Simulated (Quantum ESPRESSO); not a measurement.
Al2Cl: phonons with PBE

The system is Al2Cl.

```
Al Cl
1.0
     0.00000    3.15868    3.15868
     3.15868    0.00000    3.15868
     3.15868    3.15868    0.00000
Al Cl
2 1
Direct
  0.25000 0.25000 0.25000
  0.75000 0.75000 0.75000
  0.00000 0.00000 0.00000
```

The cell was built by a generator and needn't be a form met in nature.

```json
{"Program": "Quantum ESPRESSO 7.5", "Task": "phonons", "Functional": "PBE", "Potentials or basis": "SPMS 1.0 PBE", "Cutoff": "707 eV", "Density cutoff": "2830 eV", "k mesh": "6 × 6 × 6, shifted", "Occupations": "fermi-dirac, width 0.05 eV", "Spin": "no spin polarisation", "Mixing beta": "0.5", "Most SCF iterations": "120", "SCF threshold": "6e-10 Ry"}
```

* Relaxed volume: 27.94 Å³/atom
* Relaxed cell: a = 4.913 Å, b = 4.913 Å, c = 4.913 Å, α = 60.00°, β = 60.00°, γ = 60.00°
* Space group after relaxing (to 0.05 Å): Fm-3m (No. 225)
* Pressure after relaxing: 0.0 GPa
* Band gap on the k mesh: none (metal or under the smearing width)
* Highest phonon frequency at Γ: -1 cm⁻¹
* Most unstable mode: 152i cm⁻¹

Step by step:
| step | energy change (eV) | largest force (eV/Å) | pressure (GPa) | volume (Å³) |
| --- | --- | --- | --- | --- |
| 1 | 0.0000 | 0.0000 | 10.18 | 63.03 |
| 2 | -0.1875 | 0.0000 | 7.83 | 66.36 |
| 3 | -0.3423 | 0.0000 | 5.34 | 70.15 |
| 4 | -0.4836 | 0.0000 | 2.44 | 76.11 |
| 5 | -0.5350 | 0.0000 | 0.48 | 81.97 |
| 6 | -0.5377 | 0.0000 | 0.07 | 83.56 |
| 7 | -0.5377 | 0.0000 | 0.00 | 83.82 |
| 8 | -0.5377 | 0.0000 | 0.00 | 83.83 |

Final structure:
```
Al Cl
1.0
     0.00000    3.47370    3.47370
     3.47370    0.00000    3.47370
     3.47370    3.47370    0.00000
Al Cl
2 1
Direct
  0.25000 0.25000 0.25000
  0.75000 0.75000 0.75000
  0.00000 0.00000 0.00000
```

Levels at points of the mesh, in eV from the Fermi level:
```csv
k point,band 3,band 4,band 5,band 6,band 7,band 8,band 9,band 10
"(0.08, 0.08, 0.08)",-4.89,-4.89,-4.68,-1.22,0.26,0.26,0.70,3.70
```

Phonon frequencies in cm⁻¹ (negative: imaginary):
```csv
q point,frequencies
"(0.000, 0.000, 0.000)",-152 -152 -152 -69 -69 -69 -1 -1 -1
```

Optical modes at Γ, degenerate ones joined:
```
cm⁻¹  components  symmetry  active in
152i           3       T1u         IR
 69i           3       T2g      Raman
```

It took 11 min on 1 thread of Arm Neoverse V1, with other jobs on the host, peak memory 0.09 GiB.

Caveat: the mesh is thin for the phonons of a metal; some modes are imaginary; the volume moved by over 15 % at a fixed basis, so the end points are rough; an odd number of electrons without spin polarisation forces a metal; a magnetic or distorted state may lie lower.
